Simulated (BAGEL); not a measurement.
# ROHF/6-31G(d) (density fitting with qzvpp-jkfit, spherical functions) run of GaHClO (SMILES [O][GaH][Cl])

Aim: the vertical doublet–quartet gap of GaHClO at ROHF/6-31G* (density fitting with qzvpp-jkfit, spherical functions), from 2 runs. 

The calculation is run with BAGEL 1.2.2.

5 further runs of the same task are left out: 4 that didn't finish, 1 set aside as unsound or not needed. Runs told in other sessions of the task aren't counted.

### 1 The system as given

The species is GaHClO (4 atoms), meant as a doublet with charge 0. As SMILES, `[O][GaH][Cl]`. The coordinates come from a PBE0-D4/def2-TZVP relaxation.

Bond lengths: O1–Ga2 1.796 Å, Ga2–Cl3 2.128 Å, Ga2–H4 1.543 Å. Angles: O1–Ga2–Cl3 112.7°, O1–Ga2–H4 122.7°, Cl3–Ga2–H4 124.6°.

### 2 The energy at ROHF/6-31G(d) (density fitting with qzvpp-jkfit, spherical functions)

job.json reads:

```json
{ "bagel": [

{
  "title": "molecule",
  "basis": "6-31gs.json",
  "df_basis": "qzvpp-jkfit",
  "angstrom": "true",
  "geometry": [
    { "atom": "O", "xyz": [   -1.739800,   -0.117700,   -0.212200 ] },
    { "atom": "Ga", "xyz": [    0.030900,    0.144300,   -0.061200 ] },
    { "atom": "Cl", "xyz": [    1.050700,   -1.557300,    0.708800 ] },
    { "atom": "H", "xyz": [    0.713700,    1.470500,   -0.455700 ] }
  ]
},
{ "title": "rohf", "charge": 0, "nopen": 1 },
{ "title": "print", "file": "orbitals.molden", "orbitals": "true" }

]}
```

The basis set 6-31G* is read from a file made from the Basis Set Exchange's data (not shown).

The run is started by

```bash
$ BAGEL_NUM_THREADS=1 BAGEL job.json > job.out
```

The log of the run:

```text
* using 1 threads per process

  ===============================================================
  ===============================================================

  *** Geometry ***

  { "atom" : "O", "xyz" : [     -3.287746,     -0.222421,     -0.401000 ] },
  { "atom" : "Ga", "xyz" : [      0.058393,      0.272687,     -0.115651 ] },
  { "atom" : "Cl", "xyz" : [      1.985535,     -2.942870,      1.339438 ] },
  { "atom" : "H", "xyz" : [      1.348698,      2.778842,     -0.861148 ] },

  Number of auxiliary basis functions:      489

  Since a DF basis is specified, we compute 2- and 3-index integrals:
    o Being stored without compression. Storage requirement is 0.017 GB

  Number of basis functions:       66
  Number of electrons      :       57

    * METHOD: MOLECULE                             0.26

  *** Open-shell HF ***

  === Nuclear Repulsion ===
   240.9364549103

      * DIIS with orbital gradients will be used.

  === ROHF iteration (6-31gs.json) ===
      0      -2457.27428314          0.06149109           0.15
      1      -2456.04662544          0.12951983           0.15
      2      -2455.76189239          0.12308934           0.15
      3      -2457.83754086          0.01779386           0.15
      4      -2457.89715472          0.00679720           0.15
      5      -2457.90823602          0.00179653           0.15
      6      -2457.90940316          0.00092764           0.15
      7      -2457.90976425          0.00071766           0.14
      8      -2457.91019324          0.00060226           0.14
      9      -2457.91091187          0.00039118           0.14
     10      -2457.91133373          0.00013531           0.15
     11      -2457.91139873          0.00006898           0.14
     12      -2457.91140252          0.00003552           0.15
     13      -2457.91140345          0.00001272           0.15
     14      -2457.91140343          0.00000412           0.15
     15      -2457.91140351          0.00000179           0.15
     16      -2457.91140351          0.00000062           0.15
     17      -2457.91140352          0.00000023           0.15
     18      -2457.91140352          0.00000013           0.15
     19      -2457.91140352          0.00000010           0.15
     20      -2457.91140352          0.00000009           0.15
     21      -2457.91140352          0.00000008           0.15
     22      -2457.91140352          0.00000007           0.15
     23      -2457.91140352          0.00000007           0.14
     24      -2457.91140352          0.00000006           0.14
     25      -2457.91140352          0.00000006           0.14
     26      -2457.91140352          0.00000005           0.14
     27      -2457.91140352          0.00000003           0.14
     28      -2457.91140352          0.00000002           0.14
     29      -2457.91140352          0.00000002           0.14
     30      -2457.91140352          0.00000001           0.14
     31      -2457.91140352          0.00000001           0.15
    * SCF iteration converged.

    * S^2 (ROHF) is 0.7500

    * Permanent dipole moment:
           (   -0.464382,    -0.789270,     0.225572) a.u.

    * METHOD: ROHF                                 4.88

    * METHOD: PRINT                                0.01

  ===============================================================
```

Run time: 5.4 s. Hardware: 1 thread of Arm Neoverse V1, shared host; peak memory 0.1 GiB.

### 3 The quartet, same level

input.json reads:

```json
{ "bagel" : [

{
  "title" : "molecule",
  "basis" : "6-31gs.json",
  "df_basis" : "qzvpp-jkfit",
  "angstrom" : true,
  "geometry" : [
    { "atom" : "O", "xyz" : [   -1.739800,   -0.117700,   -0.212200 ] },
    { "atom" : "Ga", "xyz" : [    0.030900,    0.144300,   -0.061200 ] },
    { "atom" : "Cl", "xyz" : [    1.050700,   -1.557300,    0.708800 ] },
    { "atom" : "H", "xyz" : [    0.713700,    1.470500,   -0.455700 ] }
  ]
},
{
  "title" : "rohf",
  "nopen" : 3
},
{
  "title" : "print",
  "file" : "orbitals.molden",
  "orbitals" : true
}

]}
```

The basis set 6-31G* is read from a file made from the Basis Set Exchange's data (not shown).

The run is started by

```bash
$ BAGEL_NUM_THREADS=1 BAGEL input.json > input.out
```

The log of the run:

```text
* using 1 threads per process

  ===============================================================
  ===============================================================

  *** Geometry ***

  { "atom" : "O", "xyz" : [     -3.287746,     -0.222421,     -0.401000 ] },
  { "atom" : "Ga", "xyz" : [      0.058393,      0.272687,     -0.115651 ] },
  { "atom" : "Cl", "xyz" : [      1.985535,     -2.942870,      1.339438 ] },
  { "atom" : "H", "xyz" : [      1.348698,      2.778842,     -0.861148 ] },

  Number of auxiliary basis functions:      489

  Since a DF basis is specified, we compute 2- and 3-index integrals:
    o Being stored without compression. Storage requirement is 0.017 GB

  Number of basis functions:       66
  Number of electrons      :       57

    * METHOD: MOLECULE                             0.26

  *** Open-shell HF ***

  === Nuclear Repulsion ===
   240.9364549103

      * DIIS with orbital gradients will be used.

  === ROHF iteration (6-31gs.json) ===
      0      -2457.08893678          0.05652636           0.15
      1      -2455.90259409          0.12104920           0.15
      2      -2454.88270205          0.12448126           0.14
      3      -2457.45819787          0.03360229           0.15
      4      -2457.60635806          0.01326066           0.14
      5      -2457.62931937          0.00678263           0.14
      6      -2457.64118300          0.00277738           0.15
      7      -2457.64564909          0.00176014           0.15
      8      -2457.64910493          0.00106104           0.15
      9      -2457.65100861          0.00060229           0.15
     10      -2457.65165525          0.00026429           0.14
     11      -2457.65190927          0.00014938           0.15
     12      -2457.65189152          0.00009512           0.15
     13      -2457.65191431          0.00008487           0.15
     14      -2457.65192804          0.00009080           0.14
     15      -2457.65191412          0.00006819           0.14
     16      -2457.65189265          0.00002841           0.14
     17      -2457.65189381          0.00001444           0.14
     18      -2457.65189557          0.00000945           0.14
     19      -2457.65189565          0.00000661           0.14
     20      -2457.65189617          0.00000459           0.14
     21      -2457.65189614          0.00000404           0.14
     22      -2457.65189595          0.00000398           0.14
     23      -2457.65189570          0.00000408           0.14
     24      -2457.65189569          0.00000371           0.14
     25      -2457.65189574          0.00000305           0.14
     26      -2457.65189581          0.00000281           0.15
[... 42 lines of this table left out ...]
     69      -2457.65189557          0.00000001           0.15
     70      -2457.65189557          0.00000001           0.15
     71      -2457.65189557          0.00000001           0.14
     72      -2457.65189557          0.00000001           0.15
     73      -2457.65189557          0.00000001           0.15
     74      -2457.65189557          0.00000001           0.15
     75      -2457.65189557          0.00000001           0.15
     76      -2457.65189557          0.00000001           0.14
     77      -2457.65189557          0.00000001           0.15
     78      -2457.65189557          0.00000001           0.15
     79      -2457.65189557          0.00000001           0.15
     80      -2457.65189557          0.00000001           0.15
     81      -2457.65189557          0.00000001           0.15
    * SCF iteration converged.

    * S^2 (ROHF) is 3.7500

    * Permanent dipole moment:
           (    0.908278,    -0.688387,     0.376561) a.u.

    * METHOD: ROHF                                12.10

    * METHOD: PRINT                                0.01

  ===============================================================
```

It took 13 s on 1 thread of Arm Neoverse V1, shared host; peak memory 0.1 GiB.

### 4 Outcome

Level: ROHF/6-31G* (density fitting with qzvpp-jkfit, spherical functions).

```
                                        quantity           value
                           doublet: total energy  -2457.91140 Eh
                          doublet: dipole moment          2.40 D
                                   doublet: ⟨S²⟩           0.750
                           quartet: total energy  -2457.65190 Eh
                          quartet: dipole moment          3.05 D
                                   quartet: ⟨S²⟩           3.750
vertical energy of the quartet above the doublet        7.062 eV
```

What this shows: At this shape the quartet lies 7.06 eV (681 kJ/mol) above the doublet.
